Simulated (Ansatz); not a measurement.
# Al3Ni5: the cost of one run

Computed with Ansatz 0.2.0 (DFT PBEsol, scalar-relativistic, plane waves, PAW, unless a step's input says otherwise).

**1. The structure to begin with**

Symmetry: Cmmm, No. 65, orthorhombic system. The conventional cell has a = 6.556 Å, b = 7.401 Å, c = 3.725 Å, α = 90.00°, β = 90.00°, γ = 90.00°. Al (site symmetry mmm) has 8 Ni at 2.37 to 2.47 Å as nearest neighbours. Al (site symmetry m2m) is surrounded by 10 Ni at 2.44 to 2.53 Å and 2 Al at 2.78 Å. Around Ni (site symmetry mmm) lie 8 Ni at 2.47 to 2.60 Å and 4 Al at 2.48 Å. Around Ni (site symmetry 2/m) lie 6 Al at 2.47 to 2.49 Å and 6 Ni at 2.47 to 2.63 Å. Around Ni (site symmetry 2mm) lie 6 Al at 2.37 to 2.53 Å and 6 Ni at 2.60 to 2.63 Å.

Coordinates:

```cif
data_structure
_symmetry_space_group_name_H-M 'P 1'
_symmetry_Int_Tables_number 1
_cell_length_a 4.9435
_cell_length_b 4.9435
_cell_length_c 3.7253
_cell_angle_alpha 90.000
_cell_angle_beta 90.000
_cell_angle_gamma 96.931
_cell_volume 90.37
loop_
_atom_site_label
_atom_site_type_symbol
_atom_site_fract_x
_atom_site_fract_y
_atom_site_fract_z
_atom_site_occupancy
Al1 Al 0.50000 0.50000 0.00000 1
Al2 Al 0.77874 0.22126 0.50000 1
Al3 Al 0.22126 0.77874 0.50000 1
Ni1 Ni 0.00000 0.00000 0.00000 1
Ni2 Ni 0.00000 0.50000 0.00000 1
Ni3 Ni 0.50000 0.00000 0.00000 1
Ni4 Ni 0.27589 0.27589 0.50000 1
Ni5 Ni 0.72411 0.72411 0.50000 1
```

The structure comes from the Materials Project (structure only).

(A quick probe on a coarse mesh, which set the mesh and smearing, is not shown.)

**3. Relaxing cell and atoms**

File input.yaml:

```yaml
crystal:
  lattice:
    - [3.2778494058, -3.7004715487, 0.0]
    - [3.2778494058, 3.7004715487, 0.0]
    - [0.0, 0.0, 3.72527337]
  atoms:
    - { symbol: Al, position: [0.5, 0.5, 0.0] }
    - { symbol: Al, position: [0.77873701, 0.22126299, 0.5] }
    - { symbol: Al, position: [0.22126299, 0.77873701, 0.5] }
    - { symbol: Ni, position: [0.0, 0.0, 0.0] }
    - { symbol: Ni, position: [0.0, 0.5, 0.0] }
    - { symbol: Ni, position: [0.5, 0.0, 0.0] }
    - { symbol: Ni, position: [0.27589205, 0.27589205, 0.5] }
    - { symbol: Ni, position: [0.72410795, 0.72410795, 0.5] }
basis:
  ecutwfc: 420
kpoints:
  mp_grid: { grid: [8, 8, 10] }
hamiltonian:
  xc: pbesol
scf:
  occupations: { method: gaussian, width: 0.1 }
output:
  forces: true
  stress: true
  eigenvalues: true
  write_density: true
  write_potential: true
  elf: true
  volumetric_format: npy
relax:
  adjacent_minimum: "off"
  f_tol: 0.005
  max_steps: 80
  cell: { stress_tol: 0.05 }
```

Launch:

```sh
ansatz run input.yaml --threads 2 --pin off --max-ram 5120MiB --backend cpu --events-out ev --progress --plain --runs-dir out
```

What time and memory should one allow on 2 threads of Intel Xeon at 2.50GHz (Skylake/Cascade Lake), shared host?

About 4.6 min, with a peak of 0.78 GiB.
